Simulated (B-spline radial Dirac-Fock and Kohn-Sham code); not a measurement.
# An X-ray data sheet for Mo³⁺, step by step

Wanted for molybdenum as Mo³⁺: the binding energy of each subshell, the widths and yields of its core holes and its two-hole states.

Program: B-spline radial Dirac-Fock and Kohn-Sham code, version 3. Model: a free atom or ion on a radial basis; each step names its model. All values are calculated, but those marked as tabulated.

**1. The atom as given**

Mo³⁺, [Kr] 4d3, inside a Watson sphere of charge -3 and radius 2 Å (a model of the Madelung potential; inside it an electron's potential energy is raised by 21.6 eV).

| Item | Value |
| --- | --- |
| nuclear charge | 42 |
| electrons | 39 |
| mass number | 98 |
| nuclear rms radius | 4.4091 fm |

Outer shells as boxes (Hund's rule, for the drawing alone; heavy ions are jj-coupled, and the calculation averages over the configuration):

```
[Kr] core
4d [↑ ][↑ ][↑ ][  ][  ]
```

**2. Core and valence levels**

Model: Dirac-Fock average of configuration, Delta-SCF, finite nucleus, first-order Breit with its frequency dependence, self-energy and vacuum polarisation.

The run's settings:

```ini
task = binding
Z = 42
charge = 3
configuration = 1s2 2s2 2p6 3s2 3p6 3d10 4s2 4p6 4d3
mass_number = 98
rms_radius = 4.4091  # fm
watson_charge = -3  # e
watson_radius = 2.0  # A
```

Main fields of the result record, rounded:

```text
{
  "status": "converged",
  "shells": ["K", "L1", "L2", "L3", "M1", "M2", "M3", "M4", "M5", "N1", "N2", "N3", "N4,5"],
  "total_energy_parts [Ha]": [-4014.5485, 2.69396976, -0.267045057, -0.0168902347, 1.8094073, -0.203836789],
  "koopmans [eV]": [20133.2, 2928.9, 2685.88, 2578.65, 540.938, 447.002, 428.679, 263.515, 260.089, 90.2972, 60.2254, 57.5019, 17.408],
  "dirac_coulomb [eV]": [20076.5, 2900.52, 2654.59, 2548.11, 531.326, 437.157, 419.126, 252.995, 249.693, 88.4064, 58.5731, 55.9379, 16.6397],
  "gaunt [eV]": [-39.2005, -3.20051, -5.87599, -4.18961, -0.37693, -0.77279, -0.485846, -0.135947, -0.0128507, -0.0481077, -0.0925702, -0.0505222, 0.0105498],
  "retardation [eV]": [2.71261, 0.171617, 0.646694, 0.646349, 0.0113765, 0.0853992, 0.0850491, 0.00206616, 0.00197668, 0.00123943, 0.0106357, 0.0106797, -0.00119645],
  "breit_frequency [eV]": [0.201631, -0.022788, -0.00193624, 0.0873634, -0.00526096, -0.00327705, 0.013168, -0.00276424, -0.00153344, -0.000971965, -0.000671263, 0.00178631, -0.000294],
  "self_energy [eV]": [-20.4536, -2.35821, 0.219284, 0.00133476, -0.431036, 0.0423034, 0.00576991, 0.0428234, 0.032128, -0.0696135, 0.00775422, 0.0023441, 0.0041931],
  "vacuum_polarisation [eV]": [2.36988, 0.253622, -0.0125961, -0.016832, 0.0450372, -0.00298835, -0.003816, -0.00333469, -0.00328393, 0.00730411, -0.000554496, -0.00067734, -0.000367299],
  "binding [eV]": [20022.1, 2895.37, 2649.57, 2544.64, 530.569, 436.506, 418.74, 252.898, 249.71, 88.2963, 58.4977, 55.9015, 16.6525],
  "mean_radius [bohr]": [0.0351561, 0.153054, 0.130836, 0.13536, 0.425905, 0.421309, 0.43129, 0.411987, 0.415379, 1.10396, 1.19902, 1.22497, 1.61654]
}
```

total_energy_parts: Dirac-Coulomb, Gaunt, retardation, frequency dependence, self-energy, vacuum polarisation. 

The binding energies by parts, in eV; the parts add up.

```csv
level,-ε,relaxation,Breit,QED,binding
K,20133.2,-56.65,-36.29,-18.08,20022.1
L1,2928.9,-28.37,-3.05,-2.10,2895.4
L2,2685.9,-31.28,-5.23,0.21,2649.6
L3,2578.6,-30.53,-3.46,-0.02,2544.6
M1,540.9,-9.61,-0.37,-0.39,530.6
M2,447.0,-9.84,-0.69,0.04,436.5
M3,428.7,-9.55,-0.39,0.00,418.7
M4,263.5,-10.52,-0.14,0.04,252.9
M5,260.1,-10.40,-0.01,0.03,249.7
N1,90.30,-1.89,-0.05,-0.06,88.30
N2,60.23,-1.65,-0.08,0.01,58.50
N3,57.50,-1.56,-0.04,0.00,55.90
"N4,5",17.41,-0.77,0.01,0.00,16.65
```

X-ray lines as differences of these levels:

```
        line  energy (eV)
 Kβ2' (K-N3)      19966.2
Kβ2'' (K-N2)      19963.6
  Kβ1 (K-M3)      19603.4
  Kβ3 (K-M2)      19585.6
  Kα1 (K-L3)      17477.5
  Kα2 (K-L2)      17372.6
 Lγ3 (L1-N3)       2839.5
 Lγ2 (L1-N2)       2836.9
 Lγ5 (L2-N1)       2561.3
 Lβ3 (L1-M3)       2476.6
 Lβ4 (L1-M2)       2458.9
 Lβ6 (L3-N1)       2456.3
 Lβ1 (L2-M4)       2396.7
 Lα1 (L3-M5)       2294.9
```

**3. Decay of the holes**

Model: independent-particle rates: relativistic LDA orbitals of the hole state, multipoles to L = 3 (length form), Coulomb Auger matrix elements with a Latter-tail continuum; energies from Dirac-Fock.

The run's settings:

```ini
task = decay
holes = ["K", "L1", "L2", "L3", "M1", "M2", "M3", "M4", "M5", "N1", "N2", "N3"]
```

Main fields of the result record, rounded:

```text
{
  "status": "converged",
  "K": {
    "width_radiative": 3.3791,
    "width_radiative_velocity": 3.4658,
    "width_nonradiative": 1.0436,
    "coster_kronig": {},
    "radiative": [["L3", 17477.0, 1.8763], ["L2", 17373.0, 0.98462], ["M3", 19603.0, 0.29458], ["M2", 19586.0, 0.15107], ["N3", 19966.0, 0.046687], ["N2", 19964.0, 0.023882]],
    "auger": [["L2L3", 14711.0, 0.30432], ["L3L3", 14816.0, 0.15886], ["L1L3", 14487.0, 0.12387], ["L1L2", 14380.0, 0.078776], ["L1L1", 14127.0, 0.064088], ["L3M3", 17014.0, 0.045823]]
  },
  "L1": {
    "width_radiative": 0.043573,
    "width_radiative_velocity": 0.043411,
    "width_nonradiative": 5.936,
    "coster_kronig": {"L2": 0.35547, "L3": 4.5581},
    "radiative": [["M3", 2476.6, 0.023104], ["M2", 2458.9, 0.013407], ["N3", 2839.5, 0.0040101], ["N2", 2836.9, 0.002293], ["L3", 350.72, 0.0003867], ["M5", 2645.7, 0.0001802]],
    "auger": [["L3M5", 55.218, 2.3625], ["L3M4", 50.449, 1.6376], ["M4M5", 2354.1, 0.21104], ["L3N1", 240.99, 0.2082], ["L3N3", 274.97, 0.17711], ["M1M5", 2078.8, 0.15169]]
  },
  "L2": {
    "width_radiative": 0.06541,
    "width_radiative_velocity": 0.066914,
    "width_nonradiative": 1.7136,
    "coster_kronig": {"L3": 0.19471},
    "radiative": [["M4", 2396.7, 0.061442], ["N4", 2632.8, 0.0018237], ["M1", 2119.0, 0.0017907], ["N1", 2561.3, 0.00033575], ["M3", 2230.8, 1.4413e-05], ["N3", 2593.7, 2.5433e-06]],
    "auger": [["M4M5", 2108.3, 0.47044], ["M2M3", 1758.7, 0.18565], ["M2M5", 1925.9, 0.1731], ["M3M4", 1941.2, 0.12228], ["M4M4", 2105.7, 0.10604], ["L3N2", 26.061, 0.10437]]
  },
  "L3": {
    "width_radiative": 0.063396,
    "width_radiative_velocity": 0.064605,
    "width_nonradiative": 1.6375,
    "coster_kronig": {},
    "radiative": [["M5", 2294.9, 0.053193], ["M4", 2291.7, 0.0059865], ["M1", 2014.1, 0.002072], ["N5", 2528.1, 0.0015669], ["N1", 2456.3, 0.00038596], ["N4", 2527.8, 0.00017552]],
    "auger": [["M4M5", 2003.4, 0.39222], ["M5M5", 2007.1, 0.26498], ["M3M5", 1841.5, 0.21726], ["M3M3", 1671.0, 0.14662], ["M3M4", 1836.2, 0.1426], ["M2M3", 1653.7, 0.10329]]
  },
  "M1": {
    "width_radiative": 0.00074754,
    "width_radiative_velocity": 0.00067498,
    "width_nonradiative": 8.6106,
    "coster_kronig": {"M2": 2.3629, "M3": 4.7473, "M4": 0.54481, "M5": 0.78647},
    "radiative": [["N3", 474.67, 0.00035993], ["N2", 472.07, 0.00023424], ["M3", 111.83, 0.00011861], ["M2", 94.063, 3.4397e-05], ["N5", 514.02, 1.2056e-07], ["M5", 280.86, 1.0403e-07]],
    "auger": [["M3N3", 36.835, 1.9329], ["M2N3", 18.762, 1.3553], ["M3N1", 2.8181, 1.1891], ["M3N2", 33.649, 1.1797], ["M2N2", 16.505, 0.64887], ["M5N1", 171.71, 0.56786]]
  },
  "M2": {
    "width_radiative": 0.00066341,
    "width_radiative_velocity": 0.00057915,
    "width_nonradiative": 3.0673,
    "coster_kronig": {"M4": 1.9733, "M5": 0.90068},
    "radiative": [["M4", 183.61, 0.00045606], ["N1", 348.21, 0.00013594], ["N4", 419.7, 7.1291e-05], ["N3", 380.6, 1.1571e-07], ["M3", 17.766, 3.4754e-11], ["N5", 419.96, 1.8662e-11]],
    "auger": [["M4N3", 108.3, 0.83104], ["M5N2", 108.57, 0.71959], ["M4N1", 74.454, 0.53331], ["M4N2", 105.6, 0.53059], ["M5N1", 77.65, 0.08594], ["M5N3", 111.6, 0.078978]]
  },
  "M3": {
    "width_radiative": 0.00059052,
    "width_radiative_velocity": 0.00051574,
    "width_nonradiative": 3.3444,
    "coster_kronig": {"M4": 0.78062, "M5": 2.365},
    "radiative": [["M5", 169.03, 0.00032934], ["N1", 330.44, 0.00014948], ["N5", 402.19, 6.9137e-05], ["M4", 165.84, 3.4218e-05], ["N4", 401.93, 8.2336e-06], ["N2", 360.24, 6.0957e-08]],
    "auger": [["M5N3", 93.83, 1.1935], ["M4N3", 90.532, 0.5686], ["M5N1", 59.884, 0.55558], ["M5N2", 90.809, 0.52234], ["M4N1", 56.688, 0.11394], ["M4N2", 87.83, 0.079]]
  },
  "M4": {
    "width_radiative": 4.1518e-05,
    "width_radiative_velocity": 4.5145e-05,
    "width_nonradiative": 0.11535,
    "coster_kronig": {},
    "radiative": [["N2", 194.4, 3.5238e-05], ["N3", 197.0, 6.2749e-06], ["N4", 236.09, 2.1354e-09], ["N1", 164.6, 1.8963e-09], ["N5", 236.35, 8.9359e-10], ["M5", 3.1883, 1.8074e-13]],
    "auger": [["N3N4", 165.48, 0.02904], ["N1N4", 132.65, 0.018166], ["N1N3", 93.21, 0.013027], ["N2N4", 163.44, 0.012972], ["N1N2", 90.493, 0.011179], ["N4N5", 205.6, 0.0084367]]
  },
  "M5": {
    "width_radiative": 3.8228e-05,
    "width_radiative_velocity": 4.1541e-05,
    "width_nonradiative": 0.12024,
    "coster_kronig": {},
    "radiative": [["N3", 193.81, 3.8224e-05], ["N5", 233.16, 2.358e-09], ["N1", 161.41, 1.8106e-09], ["N4", 232.9, 6.0397e-10], ["N2", 191.21, 4.8155e-13]],
    "auger": [["N3N5", 162.93, 0.027466], ["N1N5", 129.74, 0.019651], ["N1N3", 90.022, 0.018716], ["N2N5", 159.82, 0.015908], ["N1N2", 87.305, 0.0076198], ["N2N3", 119.01, 0.0071188]]
  },
  "N1": {
    "width_radiative": 2.7416e-05,
    "width_radiative_velocity": 1.9811e-05,
    "width_nonradiative": 8.7506,
    "coster_kronig": {"N3": 8.6592, "N4": 0.071115, "N5": 0.020274},
    "radiative": [["N3", 32.395, 1.9796e-05], ["N2", 29.799, 7.6166e-06], ["N5", 71.746, 2.088e-09], ["N4", 71.49, 1.3651e-09]],
    "auger": [["N3N5", 1.5135, 4.6298], ["N3N4", 0.87906, 4.0294], ["N4N5", 40.999, 0.06904], ["N5N5", 41.271, 0.020274], ["N4N4", 40.728, 0.0020749]]
  },
  "N2": {
    "width_radiative": 1.514e-05,
    "width_radiative_velocity": 1.4212e-05,
    "width_nonradiative": 1.1527,
    "coster_kronig": {"N4": 1.1206, "N5": 0.032093},
    "radiative": [["N4", 41.691, 1.514e-05], ["N3", 2.5962, 1.0871e-13], ["N5", 41.948, 9.5702e-15]],
    "auger": [["N4N5", 11.201, 0.93341], ["N4N4", 10.929, 0.18719], ["N5N5", 11.472, 0.032093]]
  },
  "N3": {
    "width_radiative": 1.3318e-05,
    "width_radiative_velocity": 1.2367e-05,
    "width_nonradiative": 1.3979,
    "coster_kronig": {"N4": 0.8631, "N5": 0.5348},
    "radiative": [["N5", 39.352, 1.2009e-05], ["N4", 39.095, 1.3086e-06]],
    "auger": [["N4N5", 8.6043, 0.82976], ["N5N5", 8.8758, 0.5348], ["N4N4", 8.3328, 0.033342]]
  }
}
```

All in eV. For each hole the six strongest lines (shell, energy, width) and Auger groups (final holes, energy, width) are shown.

Widths (eV), yields and lifetimes:

| hole | radiative | Auger | Coster-Kronig | total | yield | lifetime (fs) |
| --- | --- | --- | --- | --- | --- | --- |
| K (1s) | 3.38 | 1.04 | 0 | 4.42 | 0.764 | 0.149 |
| L1 (2s) | 0.0436 | 1.02 | 4.91 | 5.98 | 0.00729 | 0.110 |
| L2 (2p1/2) | 0.0654 | 1.52 | 0.195 | 1.78 | 0.0368 | 0.370 |
| L3 (2p3/2) | 0.0634 | 1.64 | 0 | 1.70 | 0.0373 | 0.387 |
| M1 (3s) | 7.48e-04 | 0.169 | 8.44 | 8.61 | 8.68e-05 | 0.0764 |
| M2 (3p1/2) | 6.63e-04 | 0.193 | 2.87 | 3.07 | 2.16e-04 | 0.215 |
| M3 (3p3/2) | 5.91e-04 | 0.199 | 3.15 | 3.34 | 1.77e-04 | 0.197 |
| M4 (3d3/2) | 4.15e-05 | 0.115 | 0 | 0.115 | 3.60e-04 | 5.70 |
| M5 (3d5/2) | 3.82e-05 | 0.120 | 0 | 0.120 | 3.18e-04 | 5.47 |
| N1 (4s) | 2.74e-05 | 0 | 8.75 | 8.75 | 3.13e-06 | 0.0752 |
| N2 (4p1/2) | 1.51e-05 | 0 | 1.15 | 1.15 | 1.31e-05 | 0.571 |
| N3 (4p3/2) | 1.33e-05 | 0 | 1.40 | 1.40 | 9.53e-06 | 0.471 |

Emission lines that fill the K hole:

```
  Kα2 17372.6      52.5 ############################
  Kα1 17477.5       100 ################################
  Kβ3 19585.6      8.05 ################
  Kβ1 19603.4      15.7 ####################
Kβ2'' 19963.6      1.27 ####
 Kβ2' 19966.2      2.49 #########
```
(bars on a logarithmic scale, % of the strongest)

**4. Two holes**

Model: Dirac-Fock average of configuration, Delta-SCF, finite nucleus, first-order Breit with its frequency dependence, self-energy and vacuum polarisation; two-hole levels by intermediate coupling within the shell, Auger rates as independent-particle Coulomb matrix elements.

Settings, as recorded:

```ini
task = double
```

Main fields of the result record, rounded:

```text
{
  "status": "converged",
  "single_binding [eV]": {
    "K": 20022.14,
    "L1": 2895.366,
    "L2": 2649.569,
    "L3": 2544.643,
    "M1": 530.5694,
    "M2": 436.5061,
    "M3": 418.7401,
    "M4": 252.8981,
    "M5": 249.7098,
    "N1": 88.29627,
    "N2": 58.49772,
    "N3": 55.90154,
    "N4,5": 16.65255
  },
  "double_binding [eV]": {
    "KK": 40690.48,
    "KL2": 22850.82,
    "KL3": 22735.69,
    "KM2": 20512.43,
    "KM3": 20492.63,
    "KM4": 20321.77,
    "KM5": 20318.09,
    "L1L1": 5896.836,
    "L1L2": 5643.333,
    "L1L3": 5536.626,
    "L1M2": 3378.405,
    "L1M3": 3359.706,
    "L1M4": 3196.014,
    "L1M5": 3192.427,
    "L2L2": 5429.31,
    "L2L3": 5312.385,
    "L2M1": 3226.069,
    "L2M3": 3115.314,
    "L2M4": 2948.881,
    "L2M5": 2947.501,
    "L3L3": 5208.219,
    "L3M1": 3121.012,
    "L3M2": 3028.95,
    "L3M4": 2845.973,
    "L3M5": 2841.182,
    "M4M4": 544.535,
    "M4M5": 541.9336,
    "M5M5": 538.2111,
    "M2M2": 912.6381,
    "M2M3": 891.5664,
    "M3M3": 874.385
  },
  "kalpha_Ln [eV]": [
    [0, 17442.49, 17916.38],
    [1, 17495.53, 17970.77],
    [2, 17549.77, 18026.35],
    [3, 17605.2, 18083.14],
    [4, 17661.85, 18141.15],
    [5, 17719.73, 18200.39]
  ],
  "auger_lines [eV]": {
    "K-L123": [["L2L3", 2, 0.992557, 14703.6, 0.338189], ["L1L2", 1, 0.9065, 14363.7, 0.11528], ["L3L3", 2, 0.992557, 14819.5, 0.103874], ["L1L3", 1, 0.9065, 14468.3, 0.0600973], ["L1L1", 0, 0.989911, 14119.7, 0.0544808], ["L2L2", 0, 0.982509, 14592.7, 0.0223171]],
    "L2-M45": [["M4M5", 4, 0.892752, 2104.18, 0.394724], ["M4M4", 2, 0.576047, 2104.72, 0.0669255], ["M4M5", 3, 1.0, 2111.71, 0.0505352], ["M5M5", 2, 0.426884, 2108.05, 0.0440412], ["M5M5", 4, 0.892752, 2114.52, 0.0180251], ["M4M4", 0, 0.638512, 2091.68, 0.0129197]],
    "L3-M45": [["M4M5", 4, 0.892752, 1999.26, 0.395003], ["M5M5", 4, 0.892752, 2009.59, 0.0992538], ["M5M5", 2, 0.573113, 2006.19, 0.0671561], ["M4M5", 3, 1.0, 2006.78, 0.0514339], ["M4M4", 2, 0.576047, 1999.8, 0.0301081], ["M5M5", 2, 0.426884, 2003.12, 0.0176902]],
    "L2-M23": [["M2M3", 2, 0.976125, 1755.74, 0.128534], ["M2M3", 1, 1.0, 1760.91, 0.0581551], ["M2M2", 0, 0.940088, 1734.85, 0.0572759], ["M3M3", 2, 0.976125, 1777.24, 0.00167039], ["M3M3", 0, 0.940088, 1769.56, 0.000143076]]
  }
}
```

Auger rows: leading holes, J, purity, kinetic energy, width; the six strongest of each group. kalpha_Ln rows: L holes, Kα centroid, hypersatellite. Left out are hole states that did not converge, or in which two open shells of one symmetry are about equally filled, where the average of configuration falls too low.

The cost of two holes beyond the sum of single holes (eV):

| holes | double | sum of singles | U |
| --- | --- | --- | --- |
| K K | 40690.5 | 40044.3 | 646.2 |
| K L2 | 22850.8 | 22671.7 | 179.1 |
| K L3 | 22735.7 | 22566.8 | 168.9 |
| K M2 | 20512.4 | 20458.6 | 53.79 |
| K M3 | 20492.6 | 20440.9 | 51.75 |
| K M4 | 20321.8 | 20275.0 | 46.73 |
| K M5 | 20318.1 | 20271.8 | 46.24 |
| L1 L1 | 5896.8 | 5790.7 | 106.1 |
| L1 L2 | 5643.3 | 5544.9 | 98.40 |
| L1 L3 | 5536.6 | 5440.0 | 96.62 |
| L1 M2 | 3378.4 | 3331.9 | 46.53 |
| L1 M3 | 3359.7 | 3314.1 | 45.60 |
| L1 M4 | 3196.0 | 3148.3 | 47.75 |
| L1 M5 | 3192.4 | 3145.1 | 47.35 |
| L2 L2 | 5429.3 | 5299.1 | 130.2 |
| L2 L3 | 5312.4 | 5194.2 | 118.2 |
| L2 M1 | 3226.1 | 3180.1 | 45.93 |
| L2 M3 | 3115.3 | 3068.3 | 47.00 |
| L2 M4 | 2948.9 | 2902.5 | 46.41 |
| L2 M5 | 2947.5 | 2899.3 | 48.22 |
| L3 L3 | 5208.2 | 5089.3 | 118.9 |
| L3 M1 | 3121.0 | 3075.2 | 45.80 |

**5. What came out**

| quantity | value |
| --- | --- |
| deepest level listed, K (1s) | 20022.1 eV |
| least bound, N4,5 (4d) | 16.65 eV |
| Kα1 | 17477.5 eV |
| K hole: width, yield | 4.42 eV, 0.764 |
| its lifetime | 0.149 fs |
| its strongest line | Kα1 (K-L3), 17477.5 eV |
| largest U, K K | 646.2 eV |
| Kα hypersatellite shift | +473.9 eV |
| strongest line of K-L123 | L2L3, J = 2, 14703.6 eV |

In words: For K (1s), relaxation takes off 56.6 eV, Breit terms shift it by -36.29 and QED by -18.08 eV. The K hole lives 0.15 fs and decays mostly by X-ray emission (yield 0.76). Coster-Kronig decay rules L1, M1, M2, M3, N1, N2 and N3, where this model's widths can be far from the measured ones. U runs from 36.32 eV (M2 M3) to 646.2 eV (K K). An empty K shell moves Kα up by 474 eV. In the K-L123 Auger group the L2L3 J = 2 line carries 46 % of the rate. The Hartree-Fock and Dirac-Fock values hold no electron correlation.
